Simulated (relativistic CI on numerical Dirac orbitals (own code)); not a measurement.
# F⁷⁺: one ion under different settings

How much do the settings matter for F⁷⁺? One ion, several inputs.

Method: Dirac-Coulomb-Breit CI, KLI orbitals optimised for each configuration, model QED (radiative potential, 1s self-energy scaled to tabulated hydrogen-like ionisation energies), numerical settings as typed. Code: relativistic CI on numerical Dirac orbitals (own code) version 3.

### 1 The system

| Property | Result |
| --- | --- |
| ion | F⁷⁺ (F VIII) |
| nuclear charge | 9 |
| electrons | 2 |
| isotope | A = 19 |

### 2 A try

Settings, as recorded:

```ini
atom F  Z=9  charge=7  electrons=2
nucleus A=19  rms_radius_fm=2.8976
hamiltonian dirac-coulomb  breit=on  qed=on  c_scale=1
orbitals kli  potential=per-configuration
slater_scale 1
correlation none
mixing on
grid step=0.0125 r_max=0.91
scf mixing=0.4 start=green max_iterations=87 tolerance=2e-08 node_fill=0.05
configurations
  1s2
  1s 2s
  1s 2p
end
```

Started as:

```bash
python run_levels.py task.json out
```

task.json lists these runs, among others, and the program works through them in turn.

Main fields of the result record, rounded:

```text
{
  "status": "not_converged",
  "warnings": ["orbital 1s not found"],
  "scf_steps of the first configuration [iteration, E_Ha, residual, outer_eigenvalue_Ha]": [
    [1, -75.44817144, 0.623, -39.44],
    [2, -75.52391069, 0.371, -37.64],
    [3, -75.56511471, 0.00397, -35.06],
    [4, -75.56514158, 0.000995, -35.08],
    [5, -75.56514253, 6.33e-06, -35.08],
    [6, -75.56514252, 1.82e-06, -35.08],
    [7, -75.56514252, 2.38e-09, -35.08]
  ]
}
```

Wall time 0.0022 s (1 thread, shared host).

What went wrong: the run ended without a result. An orbital is not bound on this grid with the right number of nodes. The input had end of the grid 0.91. The cure is to let the grid reach far enough, with the usual settings.

### 3 With the usual settings

Settings: those of step 2 with these lines changed.

```diff
@@ -7,4 +7,4 @@
 mixing on
-grid step=0.0125 r_max=0.91
-scf mixing=0.4 start=green max_iterations=87 tolerance=2e-08 node_fill=0.05
+grid step=0.0125 r_max=11.4
+scf mixing=0.4 start=green max_iterations=150 tolerance=2e-08 node_fill=0.05
 configurations
```

Result record:

```text
{
  "status": "converged",
  "levels [i, E_cm, J2, conf, term, w_term, w_jj]": [
    [0, 0, 0, "1s2", "1S", 1, 1],
    [1, 5820630, 2, "1s 2s", "3S", 1, 1],
    [2, 5890493.3, 0, "1s 2p", "3P*", 1, 1],
    [3, 5890638.5, 2, "1s 2p", "3P*", 0.9997, 0.6821],
    [4, 5891589, 4, "1s 2p", "3P*", 1, 1],
    [5, 5895024.4, 0, "1s 2s", "1S", 1, 1],
    [6, 5945009.6, 2, "1s 2p", "1P*", 0.9997, 0.6821]
  ],
  "total_energy [Ha]": -75.549339876,
  "n_levels_all": 7,
  "overlap": 2.86665e-15,
  "scf_iterations": [7, 8, 7],
  "orbital_energies [Ha]": {"1s": -35.0771},
  "configurations [conf, odd, states, E_av_Ha, breit_Ha, qed_Ha]": [
    ["1s2", 0, 1, -75.56506495, 0.00873, 0.006996],
    ["1s 2s", 0, 4, -48.94762707, 0.0003945, 0.004144],
    ["1s 2p", 1, 12, -48.64939375, 0.0004953, 0.003742]
  ],
  "scf_steps of the first configuration [iteration, E_Ha, residual, outer_eigenvalue_Ha]": [
    [1, -75.44821868, 0.623, -39.44],
    [2, -75.52392878, 0.371, -37.64],
    [3, -75.56503587, 0.00398, -35.06],
    [4, -75.56506438, 0.000998, -35.08],
    [5, -75.56506495, 6.37e-06, -35.08],
    [6, -75.56506495, 1.83e-06, -35.08],
    [7, -75.56506495, 2.41e-09, -35.08]
  ]
}
```

It took 0.047 s on 1 thread, shared host.

### 4 Start potential bare, potential mixing 0.7

Settings: those of step 3 with these lines changed.

```diff
@@ -8,3 +8,3 @@
 grid step=0.0125 r_max=11.4
-scf mixing=0.4 start=green max_iterations=150 tolerance=2e-08 node_fill=0.05
+scf mixing=0.7 start=bare max_iterations=150 tolerance=2e-08 node_fill=0.05
 configurations
```

Result record:

```text
{
  "status": "converged",
  "levels [i, E_cm, J2, conf, term, w_term]": [
    [0, 0, 0, "1s2", "1S", 1],
    [1, 5820630, 2, "1s 2s", "3S", 1],
    [2, 5890493.3, 0, "1s 2p", "3P*", 1],
    [3, 5890638.5, 2, "1s 2p", "3P*", 0.9997],
    [4, 5891589, 4, "1s 2p", "3P*", 1],
    [5, 5895024.4, 0, "1s 2s", "1S", 1],
    [6, 5945009.6, 2, "1s 2p", "1P*", 0.9997]
  ],
  "total_energy [Ha]": -75.549339876,
  "n_levels_all": 7,
  "overlap": 2.91578e-15,
  "scf_iterations": [6, 6, 7],
  "orbital_energies [Ha]": {"1s": -35.0771},
  "configurations [conf, odd, states, E_av_Ha, breit_Ha, qed_Ha]": [
    ["1s2", 0, 1, -75.56506495, 0.00873, 0.006996],
    ["1s 2s", 0, 4, -48.94762707, 0.0003945, 0.004144],
    ["1s 2p", 1, 12, -48.64939375, 0.0004953, 0.003742]
  ],
  "scf_steps of the first configuration [iteration, E_Ha, residual, outer_eigenvalue_Ha]": [
    [1, -75.45353583, 0.765, -40.54],
    [2, -75.5564226, 0.225, -36.63],
    [3, -75.56505028, 0.00357, -35.05],
    [4, -75.56506494, 0.00013, -35.08],
    [5, -75.56506495, 4.04e-06, -35.08],
    [6, -75.56506495, 1.29e-08, -35.08]
  ]
}
```

Run time: 0.047 s. Hardware: 1 thread, shared host.

### 5 Iteration limit 20, Slater scale 1.2

Settings, as recorded:

```ini
atom F  Z=9  charge=7  electrons=2
nucleus A=19  rms_radius_fm=2.8976
hamiltonian dirac-coulomb  breit=on  qed=on  c_scale=1
orbitals kli  potential=per-configuration
slater_scale 1.2
correlation none
mixing on
grid step=0.0125 r_max=11.4
scf mixing=0.4 start=green max_iterations=20 tolerance=2e-08 node_fill=0.05
configurations
  1s2
  1s 2s
  1s 2p
end
```

Result record:

```text
{
  "status": "converged",
  "levels [i, E_cm, J2, conf, term, w_term]": [
    [0, 0, 0, "1s2", "1S", 1],
    [1, 5816927.6, 2, "1s 2s", "3S", 1],
    [2, 5887783.7, 0, "1s 2p", "3P*", 1],
    [3, 5887934.6, 2, "1s 2p", "3P*", 0.9998],
    [4, 5888889.2, 4, "1s 2p", "3P*", 1],
    [5, 5906131.6, 0, "1s 2s", "1S", 1],
    [6, 5953116.3, 2, "1s 2p", "1P*", 0.9998]
  ],
  "total_energy [Ha]": -75.549339874,
  "n_levels_all": 7,
  "overlap": 2.86665e-15,
  "scf_iterations": [7, 8, 7],
  "orbital_energies [Ha]": {"1s": -35.0771},
  "configurations [conf, odd, states, E_av_Ha, breit_Ha, qed_Ha]": [
    ["1s2", 0, 1, -75.56506495, 0.00873, 0.006996],
    ["1s 2s", 0, 4, -48.94762707, 0.0003945, 0.004144],
    ["1s 2p", 1, 12, -48.64939375, 0.0004953, 0.003742]
  ],
  "scf_steps of the first configuration [iteration, E_Ha, residual, outer_eigenvalue_Ha]": [
    [1, -75.44821868, 0.623, -39.44],
    [2, -75.52392878, 0.371, -37.64],
    [3, -75.56503587, 0.00398, -35.06],
    [4, -75.56506438, 0.000998, -35.08],
    [5, -75.56506495, 6.37e-06, -35.08],
    [6, -75.56506495, 1.83e-06, -35.08],
    [7, -75.56506495, 2.41e-09, -35.08]
  ]
}
```

It took 0.048 s on 1 thread, shared host.

### 6 Speed-of-light factor 2, tolerance 1e-10, grid step 0.008

Settings, as recorded:

```ini
atom F  Z=9  charge=7  electrons=2
nucleus A=19  rms_radius_fm=2.8976
hamiltonian dirac-coulomb  breit=on  qed=on  c_scale=2
orbitals kli  potential=per-configuration
slater_scale 1
correlation none
mixing on
grid step=0.008 r_max=11.4
scf mixing=0.4 start=green max_iterations=150 tolerance=1e-10 node_fill=0.05
configurations
  1s2
  1s 2s
  1s 2p
end
```

Result record:

```text
{
  "status": "converged",
  "levels [i, E_cm, J2, conf, term, w_term]": [
    [0, 0, 0, "1s2", "1S", 1],
    [1, 5818089.9, 2, "1s 2s", "3S", 1],
    [2, 5887215.2, 0, "1s 2p", "3P*", 1],
    [3, 5887254.7, 2, "1s 2p", "3P*", 1],
    [4, 5887489.8, 4, "1s 2p", "3P*", 1],
    [5, 5891995.2, 0, "1s 2s", "1S", 1],
    [6, 5941414.3, 2, "1s 2p", "1P*", 1]
  ],
  "total_energy [Ha]": -75.497026114,
  "n_levels_all": 7,
  "overlap": 1.00555e-15,
  "scf_iterations": [9, 8, 8],
  "orbital_energies [Ha]": {"1s": -35.0506},
  "configurations [conf, odd, states, E_av_Ha, breit_Ha, qed_Ha]": [
    ["1s2", 0, 1, -75.50580583, 0.00218, 0.006599],
    ["1s 2s", 0, 4, -48.90691145, 9.849e-05, 0.003907],
    ["1s 2p", 1, 12, -48.61347315, 0.0001237, 0.003529]
  ],
  "scf_steps of the first configuration [iteration, E_Ha, residual, outer_eigenvalue_Ha]": [
    [1, -75.38927113, 0.622, -39.41],
    [2, -75.464776, 0.37, -37.6],
    [3, -75.50577693, 0.00397, -35.03],
    [4, -75.50580527, 0.000996, -35.06],
    [5, -75.50580583, 6.34e-06, -35.05],
    [6, -75.50580583, 1.82e-06, -35.05],
    [7, -75.50580583, 2.39e-09, -35.05],
    [8, -75.50580583, 1.26e-09, -35.05],
    [9, -75.50580583, 8.9e-13, -35.05]
  ]
}
```

Run time: 0.069 s. Hardware: 1 thread, shared host.

A changed speed of light describes a fictitious ion. The QED potentials keep the true α.

### 7 Iteration limit 30

Settings, as recorded:

```ini
atom F  Z=9  charge=7  electrons=2
nucleus A=19  rms_radius_fm=2.8976
hamiltonian dirac-coulomb  breit=on  qed=on  c_scale=1
orbitals kli  potential=per-configuration
slater_scale 1
correlation none
mixing on
grid step=0.0125 r_max=11.4
scf mixing=0.4 start=green max_iterations=30 tolerance=2e-08 node_fill=0.05
configurations
  1s2
  1s 2s
  1s 2p
end
```

Result record:

```text
{
  "status": "converged",
  "levels [i, E_cm, J2, conf, term, w_term]": [
    [0, 0, 0, "1s2", "1S", 1],
    [1, 5820630, 2, "1s 2s", "3S", 1],
    [2, 5890493.3, 0, "1s 2p", "3P*", 1],
    [3, 5890638.5, 2, "1s 2p", "3P*", 0.9997],
    [4, 5891589, 4, "1s 2p", "3P*", 1],
    [5, 5895024.4, 0, "1s 2s", "1S", 1],
    [6, 5945009.6, 2, "1s 2p", "1P*", 0.9997]
  ],
  "total_energy [Ha]": -75.549339876,
  "n_levels_all": 7,
  "overlap": 2.86665e-15,
  "scf_iterations": [7, 8, 7],
  "orbital_energies [Ha]": {"1s": -35.0771},
  "configurations [conf, odd, states, E_av_Ha, breit_Ha, qed_Ha]": [
    ["1s2", 0, 1, -75.56506495, 0.00873, 0.006996],
    ["1s 2s", 0, 4, -48.94762707, 0.0003945, 0.004144],
    ["1s 2p", 1, 12, -48.64939375, 0.0004953, 0.003742]
  ],
  "scf_steps of the first configuration [iteration, E_Ha, residual, outer_eigenvalue_Ha]": [
    [1, -75.44821868, 0.623, -39.44],
    [2, -75.52392878, 0.371, -37.64],
    [3, -75.56503587, 0.00398, -35.06],
    [4, -75.56506438, 0.000998, -35.08],
    [5, -75.56506495, 6.37e-06, -35.08],
    [6, -75.56506495, 1.83e-06, -35.08],
    [7, -75.56506495, 2.41e-09, -35.08]
  ]
}
```

Wall time 0.043 s (1 thread, shared host).

### 8 Node fill 5

Settings: those of step 7 with these lines changed.

```diff
@@ -8,3 +8,3 @@
 grid step=0.0125 r_max=11.4
-scf mixing=0.4 start=green max_iterations=30 tolerance=2e-08 node_fill=0.05
+scf mixing=0.4 start=green max_iterations=98 tolerance=2e-08 node_fill=5
 configurations
```

Result record:

```text
{
  "status": "converged",
  "levels [i, E_cm, J2, conf, term, w_term]": [
    [0, 0, 0, "1s2", "1S", 1],
    [1, 5823560.3, 2, "1s 2s", "3S", 1],
    [2, 5890761.4, 0, "1s 2p", "3P*", 1],
    [3, 5890914, 2, "1s 2p", "3P*", 0.9997],
    [4, 5891870.3, 4, "1s 2p", "3P*", 1],
    [5, 5893668.7, 0, "1s 2s", "1S", 1],
    [6, 5944354.1, 2, "1s 2p", "1P*", 0.9997]
  ],
  "total_energy [Ha]": -75.549339876,
  "n_levels_all": 7,
  "overlap": 2.91895e-15,
  "scf_iterations": [7, 8, 10],
  "orbital_energies [Ha]": {"1s": -35.0771},
  "configurations [conf, odd, states, E_av_Ha, breit_Ha, qed_Ha]": [
    ["1s2", 0, 1, -75.56506495, 0.00873, 0.006996],
    ["1s 2s", 0, 4, -48.93908557, 0.0003676, 0.004099],
    ["1s 2p", 1, 12, -48.64918065, 0.0004863, 0.003741]
  ],
  "scf_steps of the first configuration [iteration, E_Ha, residual, outer_eigenvalue_Ha]": [
    [1, -75.44821868, 0.623, -39.44],
    [2, -75.52392878, 0.371, -37.64],
    [3, -75.56503587, 0.00398, -35.06],
    [4, -75.56506438, 0.000998, -35.08],
    [5, -75.56506495, 6.37e-06, -35.08],
    [6, -75.56506495, 1.83e-06, -35.08],
    [7, -75.56506495, 2.41e-09, -35.08]
  ]
}
```

Run time: 0.044 s. Hardware: 1 thread, shared host.

This setting is unsound; the numbers are not properties of the ion.

### 9 Comparison

| setting | total energy less usual (Ha) | largest shift of a level among the lowest eight of both runs, same label and place (cm⁻¹) | SCF iterations | time | lowest level | kind of change |
| --- | --- | --- | --- | --- | --- | --- |
| usual | 0 | 0 | 22 | 0.047 s | 1s2 1S0 | - |
| start potential bare, potential mixing 0.7 | 0 | 0 | 19 | 0.047 s | 1s2 1S0 | numerical |
| iteration limit 20, Slater scale 1.2 | 0 | 11100 | 22 | 0.048 s | 1s2 1S0 | model term |
| speed-of-light factor 2, tolerance 1e-10, grid step 0.008 | 0.0523 | 4100 | 25 | 0.069 s | 1s2 1S0 | unphysical constant |
| iteration limit 30 | 0 | 0 | 22 | 0.043 s | 1s2 1S0 | numerical |
| node fill 5 | 0 | 2930 | 25 | 0.044 s | 1s2 1S0 | unsound |

### 10 What came out

```
                    quantity        value
lowest level, usual settings      1s2 1S0
                total energy  -75.5493 Ha
            first excitation    721.67 eV
       runs without a result            1
```

What this shows: Among the runs whose levels can be followed, they move most under «iteration limit 20, Slater scale 1.2» (model term), by up to 11100 cm⁻¹. No visible change in the result comes from «start potential bare, potential mixing 0.7» or «iteration limit 30». Only the listed configurations are in the model.
